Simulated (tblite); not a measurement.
# C2H11ClO2Si3: the cost of one run

The runs use tblite 0.8.0 and PySCF 2.14.0, with density-fitted response routines of our own; the level of theory stands in each step. All values are computed, except where a source is named. Atoms are numbered from 0 throughout.

## 1. The starting structure

19 atoms, charge 0, multiplicity 1; geometry from: force field or distance geometry start.

Bonds of the start (Å): O0–Si1 1.68, Si1–C2 1.88, C2–O3 1.45, O3–Si4 1.68, Si4–Cl5 2.05, Si4–C6 1.83, C6–Si7 1.83, O0–H8 0.98, Si1–H9 1.48, Si1–H10 1.47, C2–H11 1.10, C2–H12 1.10, Si4–H13 1.48, C6–H14 1.10, C6–H15 1.09, Si7–H16 1.48, Si7–H17 1.49, Si7–H18 1.49.

## 2. Relaxing the molecule with GFN2-xTB

The job: settings as JSON, then the geometry in Å.

```
{"job": {"kind": "relax", "xc": "GFN2-xTB", "basis": "xTB"}, "charge": 0, "multiplicity": 1}
O      3.529100     0.073100    -0.245400
Si     2.691900     0.060800    -1.698300
C      0.880700    -0.409400    -1.480600
O      0.023400     0.465300    -0.712800
Si    -0.186600     0.185400     0.933400
Cl     1.262100     1.329500     1.818800
C     -1.819000     0.714400     1.577100
Si    -3.035800    -0.491500     0.925300
H      3.230800     0.738400     0.403000
H      3.349700    -0.920400    -2.586200
H      2.808400     1.404300    -2.291200
H      0.438500    -0.408300    -2.491300
H      0.791500    -1.442200    -1.122600
H      0.150300    -1.221200     1.250400
H     -1.830100     0.709100     2.677500
H     -2.067800     1.731900     1.279100
H     -2.732500    -1.871300     1.382300
H     -3.098500    -0.487300    -0.562000
H     -4.395900    -0.151300     1.430500
```

Command:

```
$ OMP_NUM_THREADS=1 python probes_run.py task.json out
```

One launch serves the whole session: the jobs run in the order shown.

Q: Estimate the wall time of this first job on 1 thread of Intel Xeon at 2.70GHz, shared host.

About 2.4 s.
